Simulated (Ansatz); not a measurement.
**HF/6-31G(d) (spherical functions) run of CH7BSi2 (SMILES CB1[SiH2][SiH2]1)**

Aim: the energy change on altering one bond length of CH7BSi2 at HF/6-31G* (spherical functions), from 2 runs. 

The results are computed with Ansatz 0.2.0.

75 further runs of the same task are left out: 75 set aside as unsound or not needed.

## Step 1: Starting point

CH7BSi2: 11 atoms, total charge 0, spin state singlet. As SMILES, `CB1[SiH2][SiH2]1`. Geometry: relaxed at PBE0-D4/def2-TZVP.

Bond lengths: C1–B2 1.566 Å, B2–Si3 1.907 Å, B2–Si4 1.907 Å, C1–H5 1.092 Å, C1–H6 1.099 Å, C1–H7 1.092 Å, Si3–H8 1.482 Å, Si3–H9 1.489 Å, Si4–H10 1.489 Å, Si4–H11 1.482 Å. Some angles: C1–B2–Si3 130.2°, C1–B2–Si4 130.2°, Si3–B2–Si4 83.2°, B2–C1–H5 114.1°, B2–C1–H6 106.3°, B2–C1–H7 114.1°, B2–Si3–H8 124.3°, B2–Si3–H9 125.0°, B2–Si4–H10 124.9°, B2–Si4–H11 124.3°. A long bond or contact: Si3–Si4 2.531 Å.

## Step 2: The energy at HF/6-31G(d) (spherical functions)

Input file input.yaml:

```yaml
basis:
  gaussian:
    orbitals: 6-31G_st_-spherical.json
crystal:
  periodic: [false, false, false]
  atoms:
    - {symbol: C, position_ang: [-0.263900, 1.793500, 0.099500]}
    - {symbol: B, position_ang: [-0.450600, 0.243000, -0.016600]}
    - {symbol: Si, position_ang: [0.018800, -1.148600, 1.199400]}
    - {symbol: Si, position_ang: [0.210300, -0.982900, -1.318800]}
    - {symbol: H, position_ang: [0.165600, 2.121800, 1.048800]}
    - {symbol: H, position_ang: [-1.271300, 2.229100, 0.051100]}
    - {symbol: H, position_ang: [0.301000, 2.238000, -0.723000]}
    - {symbol: H, position_ang: [-0.479200, -2.541300, 1.107000]}
    - {symbol: H, position_ang: [0.876900, -0.975400, 2.403900]}
    - {symbol: H, position_ang: [1.239000, -0.662800, -2.346600]}
    - {symbol: H, position_ang: [-0.281200, -2.371200, -1.484200]}
hamiltonian:
  xc: hf
accuracy: high
output:
  orbitals: {seedname: orbitals}
```

The basis set 6-31G* is read from a file made from the Basis Set Exchange's data (not shown).

Run with:

```sh
ansatz run input.yaml --threads 1 --pin off --max-ram 3480MiB --events-out events.jsonl --progress --plain --runs-dir runs
```

What it wrote:

```text
Warning: RAYON_NUM_THREADS=1 ignored (pool sized by the plan → 1); use --threads N
Functional definition: HF
  name "HF"
  exchange = exact_x
  correlation = 0
1867 factors; integrals over basis functions are off by at most 3.4e-9 eV
mean field evaluation 1: about -17531.8421 eV, gradient 2.2e1 eV
mean field evaluation 2: about -17531.9512 eV, gradient 2.2e1 eV
mean field evaluation 4: about -17533.9259 eV, gradient 3.1e0 eV
mean field evaluation 8: about -17533.9695 eV, gradient 1.6e-1 eV
mean field evaluation 16: about -17533.9698 eV, gradient 1.0e-8 eV
mean field -17533.96981372 eV, -644.3615057027 hartree, gradient 1.0e-8 eV, S^2 0.000000; 0 other end points of the search recorded, 0 dependent functions left out
reference -17533.96981372 eV, -644.3615057027 hartree; 23, 23 occupied and 55, 55 virtual orbitals, 1867 factors
Total energy: -17533.96981372 eV, -644.3615057027 hartree
```

Wall time 2.5 s (1 thread of Arm Neoverse V1, shared host); peak memory 0.21 GiB.

## Step 3: The distorted shape

Input file molecule.yaml:

```yaml
crystal:
  periodic: [false, false, false]
  atoms:
    - {symbol: C, position_ang: [-0.950368, 1.654942, -0.864084]}
    - {symbol: B, position_ang: [-1.137068, 0.104442, -0.980184]}
    - {symbol: Si, position_ang: [-0.667668, -1.287158, 0.235816]}
    - {symbol: Si, position_ang: [-0.476168, -1.121458, -2.282384]}
    - {symbol: H, position_ang: [-0.520868, 1.983242, 0.085216]}
    - {symbol: H, position_ang: [-1.957768, 2.090542, -0.912484]}
    - {symbol: H, position_ang: [-0.385468, 2.099442, -1.686584]}
    - {symbol: H, position_ang: [-1.165668, -2.679858, 0.143416]}
    - {symbol: H, position_ang: [0.876900, -0.975400, 2.403900]}
    - {symbol: H, position_ang: [0.552532, -0.801358, -3.310184]}
    - {symbol: H, position_ang: [-0.967668, -2.509758, -2.447784]}
basis:
  gaussian: {orbitals: 6-31G_st_-spherical.json}
hamiltonian: {xc: hf}
accuracy: high
output: {orbitals: {seedname: orbitals}}
```

The basis set 6-31G* is read from a file made from the Basis Set Exchange's data (not shown).

Run with:

```sh
ansatz run molecule.yaml --threads 1 --pin off --max-ram 3480MiB --events-out events.jsonl --progress --plain --runs-dir runs
```

What it wrote:

```text
Warning: RAYON_NUM_THREADS=1 ignored (pool sized by the plan → 1); use --threads N
Functional definition: HF
  name "HF"
  exchange = exact_x
  correlation = 0
1869 factors; integrals over basis functions are off by at most 3.5e-9 eV
mean field evaluation 1: about -17528.0941 eV, gradient 2.2e1 eV
mean field evaluation 2: about -17528.1929 eV, gradient 2.2e1 eV
mean field evaluation 4: about -17530.1984 eV, gradient 3.1e0 eV
mean field evaluation 8: about -17530.2522 eV, gradient 2.8e-1 eV
mean field evaluation 16: about -17530.2536 eV, gradient 9.8e-9 eV
mean field -17530.25359299 eV, -644.2249371097 hartree, gradient 1.8e-8 eV, S^2 0.000000; 0 other end points of the search recorded, 0 dependent functions left out
reference -17530.25359299 eV, -644.2249371097 hartree; 23, 23 occupied and 55, 55 virtual orbitals, 1869 factors
Total energy: -17530.25359299 eV, -644.2249371097 hartree
```

Run time: 2.5 s. Hardware: 1 thread of Arm Neoverse V1, shared host; peak memory 0.21 GiB.

## Step 4: Summary of results

Level: HF/6-31G* (spherical functions).

| quantity | value |
| --- | --- |
| first shape: total energy | -644.36151 Eh |
| first shape: HOMO energy | -8.02 eV |
| first shape: LUMO energy | 1.97 eV |
| first shape: HOMO–LUMO gap | 9.99 eV |
| distorted shape: total energy | -644.22494 Eh |
| distorted shape: HOMO energy | -8.27 eV |
| distorted shape: LUMO energy | 0.10 eV |
| distorted shape: HOMO–LUMO gap | 8.37 eV |
| energy change with the Si3–H9 bond stretched from 1.489 to 2.680 Å | 3.716 eV |

What this shows: One bond (distorted shape) is far stretched, which a spin-restricted single reference describes badly; a broken-symmetry solution may lie lower. With the Si3–H9 bond stretched from 1.489 to 2.680 Å the energy rises by 3.72 eV (86 kcal/mol). The first shape isn't relaxed at this level, so the change isn't measured from a minimum. A restricted reference can't describe the breaking bond well at this length.
